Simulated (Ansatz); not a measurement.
Task: energies of removing a hydrogen of CH₄B₂O, SMILES BB1CO1, with Ansatz's Python interface. Give the script and its output. Settings (for the species named): r2SCAN, cc-pVTZ basis, multiplicity 1, D4 dispersion.

```xyz
8

B    -0.9130    1.2565   -0.3373
B    -0.2429   -0.1904   -0.3081
C     0.7621   -1.0752    0.4535
O     0.7254   -1.2326   -0.8889
H    -1.2592    1.7758   -1.4026
H    -1.1697    1.9003    0.6553
H     0.3943   -1.9191    1.0499
H     1.7951   -0.5724    0.7223
```

`ch4b2o.py`
```python
"""Cost of removing each kind of hydrogen from CH4B2O, fragments frozen."""

import ansatz


def single_point(molecule, charge=0, unpaired=0):
    calc = molecule.calculation().basis(gaussian="cc-pVTZ").functional("r2SCAN", dispersion="d4")
    if charge:
        calc = calc.charge(charge)
    if unpaired:
        calc = calc.spin("collinear", total=unpaired)
    return calc.run(threads=1).report["free_energy_ev"]

def without(molecule, index):
    rest = ansatz.Crystal.molecule()
    for i, site in enumerate(molecule.cartesian_sites):
        if i != index:
            rest = rest.atom(site.symbol, site.position_ang)
    return rest

ch4b2o = (
    ansatz.Crystal.molecule()
    .atom("B", (-0.913, 1.2565, -0.3373))
    .atom("B", (-0.2429, -0.1904, -0.3081))
    .atom("C", (0.7621, -1.0752, 0.4535))
    .atom("O", (0.7254, -1.2326, -0.8889))
    .atom("H", (-1.2592, 1.7758, -1.4026))
    .atom("H", (-1.1697, 1.9003, 0.6553))
    .atom("H", (0.3943, -1.9191, 1.0499))
    .atom("H", (1.7951, -0.5724, 0.7223))
)

whole = single_point(ch4b2o, 0)
hydrogen = single_point(ansatz.Crystal.molecule().atom("H", (0, 0, 0)), 0, 1)
print(f"E(molecule) = {whole:.5f} eV, E(H) = {hydrogen:.5f} eV")
for index in [5, 7]:
    radical = single_point(without(ch4b2o, index), 0, 1)
    print(f"H{index}: homolysis {23.060548 * (radical + hydrogen - whole):.1f} kcal/mol")
```

```console
$ python ch4b2o.py
E(molecule) = -4497.50252 eV, E(H) = -13.60373 eV
H5: homolysis 100.9 kcal/mol
H7: homolysis 93.9 kcal/mol
```

Total energies depend on the basis set; only differences at equal settings carry meaning. The geometry is a force-field or estimated start, not a minimum of this method, and the basis set is short of its limit. All parts are taken at fixed geometry, without zero-point energy. Timing: 35 s on 1 thread of Arm Neoverse V2, on a shared host, peak memory 0.4 GiB.
